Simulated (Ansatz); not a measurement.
# FH₃HfS₃: small, medium and large basis sets

One table from this session's results is given with a row withheld; the runs are named, their logs left out.

Method: one geometry, several basis sets; program: Ansatz 0.2.0, Gaussian basis.

Plan: PBE0-D4/def2-SVP; ωB97M-V/def2-SVP; PBE0-D4/def2-QZVPP; ωB97M-V/def2-QZVPP; the functionals' def2-TZVPP values are taken from earlier runs.

### Structure used throughout

An earlier PBE0-D4 in a triple-zeta def2 set relaxation fixed the geometry. Hf takes the def2 core potential; no spin-orbit term is included.

8 atoms, charge 0, spin multiplicity 1.

Atoms are counted from 1 here; the program's logs count them from 0.

Bond lengths: F1–Hf2 1.894 Å, Hf2–S3 2.427 Å, Hf2–S4 2.427 Å, Hf2–S5 2.427 Å, S3–H6 1.349 Å, S4–H7 1.349 Å, S5–H8 1.349 Å. Angles: F1–Hf2–S3 111.2°, F1–Hf2–S4 111.2°, F1–Hf2–S5 111.2°, S3–Hf2–S4 107.7°, S3–Hf2–S5 107.7°, S4–Hf2–S5 107.7°, Hf2–S3–H6 90.9°, Hf2–S4–H7 91.0°, Hf2–S5–H8 91.0°.

Geometry (Å):

```xyz
8
charge 0, multiplicity 1
F    -1.6862    0.5600   -0.8250
Hf   -0.0562    0.0187   -0.0275
S     1.7317    1.5761   -0.5432
S    -0.2588   -0.0992    2.3877
S     0.6221   -2.1724   -0.8193
H     0.8973    2.6235   -0.3783
H    -1.4882   -0.6445    2.2806
H     0.2384   -1.8623   -2.0750
```

The first run:

Contents of in.yaml:

```yaml
crystal:
  periodic: [false, false, false]
  atoms:
    - {symbol: F, position_ang: [-1.686198, 0.560039, -0.825045]}
    - {symbol: Hf, position_ang: [-0.056204, 0.018748, -0.027461]}
    - {symbol: S, position_ang: [1.731690, 1.576131, -0.543239]}
    - {symbol: S, position_ang: [-0.258833, -0.099212, 2.387729]}
    - {symbol: S, position_ang: [0.622095, -2.172376, -0.819264]}
    - {symbol: H, position_ang: [0.897325, 2.623469, -0.378263]}
    - {symbol: H, position_ang: [-1.488246, -0.644517, 2.280563]}
    - {symbol: H, position_ang: [0.238381, -1.862283, -2.075009]}
basis:
  gaussian: {orbitals: def2-SVP}
hamiltonian: {xc: pbe0, dispersion: d4}
output: {orbitals: {seedname: orbitals}}
```

Started as:

```bash
$ ansatz run in.yaml --threads 4 --pin off --events-out ev --progress --plain --max-ram 10444MiB
```

Steps of the session up to this table: PBE0-D4 in def2-SVP; ωB97M-V in def2-SVP; PBE0-D4 in def2-QZVPP; ωB97M-V in def2-QZVPP.

One of the session's tables, all rows but one given; the rest of the session is left out.

It belongs to the step «Functionals by basis». 

```
functional       basis  HOMO (eV)  LUMO (eV)
   PBE0-D4    def2-SVP      -7.83      -1.77
   PBE0-D4  def2-TZVPP      -7.86      -1.77
   PBE0-D4  def2-QZVPP      -7.88      -1.80
   ωB97M-V    def2-SVP      -9.92       0.31
   ωB97M-V  def2-TZVPP      -9.99       0.27
   ωB97M-V  def2-QZVPP          ?          ?
```

Estimate the missing values for ωB97M-V, def2-QZVPP.

As computed: HOMO (eV): -10.02; LUMO (eV): 0.22. In the column «HOMO (eV)» it is the lowest.
